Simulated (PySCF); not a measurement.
# C9H20 (Nonane): the cost of one run

The runs use PySCF 2.14.0, with density-fitted response routines of our own; the level of theory stands in each step. All values are computed, except where a source is named. Atoms count from 0, in the outputs and in this text.

### Step 1. The starting structure

29 atoms, charge 0, multiplicity 1; geometry from: GFN2-xTB. The atoms were then displaced at random by about 0.01 Å, so the start is not that level's minimum.

Bonds of the start (Å): C0–C1 1.51, C1–C2 1.51, C2–C3 1.57, C3–C4 1.50, C4–C5 1.52, C5–C6 1.54, C6–C7 1.54, C7–C8 1.51, C0–H9 1.11, C0–H10 1.11, C0–H11 1.06, C1–H12 1.09, C1–H13 1.10, C2–H14 1.10, C2–H15 1.08, C3–H16 1.10, C3–H17 1.08, C4–H18 1.10, C4–H19 1.09, C5–H20 1.09, C5–H21 1.11, C6–H22 1.07, C6–H23 1.09, C7–H24 1.10, C7–H25 1.07, C8–H26 1.08, C8–H27 1.08, C8–H28 1.10.

### Step 2. Geometry optimisation at PBE0-D3(BJ)/def2-SVP

What the job is given:

```
{"job": {"xc": "PBE0", "basis": "def2-SVP", "d3": "d3bj", "grid": 1, "shake": 0.01, "kind": "geom"}, "charge": 0, "multiplicity": 1}
C     -4.941180    -0.048110     0.047190
C     -3.643940     0.183260    -0.684550
C     -2.463150    -0.178190     0.186810
C     -1.081450     0.033350    -0.532320
C      0.079850    -0.341700     0.334670
C      1.406150    -0.119520    -0.382330
C      2.610620    -0.490960     0.504070
C      3.962040    -0.393480    -0.222190
C      4.315090     1.027200    -0.607890
H     -5.008820     0.590000     0.949130
H     -5.807090     0.241290    -0.589620
H     -5.067840    -1.062570     0.344840
H     -3.646790    -0.413310    -1.597450
H     -3.571830     1.235910    -0.982080
H     -2.465010     0.425510     1.100870
H     -2.528060    -1.206970     0.510620
H     -1.029260     1.087610    -0.838710
H     -1.108790    -0.574440    -1.428790
H      0.065420     0.266720     1.254470
H     -0.025560    -1.374250     0.655350
H      1.466520     0.920770    -0.697020
H      1.437640    -0.759390    -1.292380
H      2.474650    -1.500790     0.842830
H      2.611540     0.170940     1.371070
H      3.939710    -1.048770    -1.100260
H      4.711650    -0.773050     0.447880
H      3.625600     1.386410    -1.360310
H      4.298740     1.692810     0.245830
H      5.323820     1.037600    -1.054650
```

Launch:

```bash
OMP_NUM_THREADS=1 python probes_run.py task.json out
```

The driver reads the jobs from task.json and runs them one after another.

**Question.** How long does this first job take on 1 thread of AMD EPYC, shared host, and how much memory does it need?

About 3.6 min, with a peak of 1 GiB.
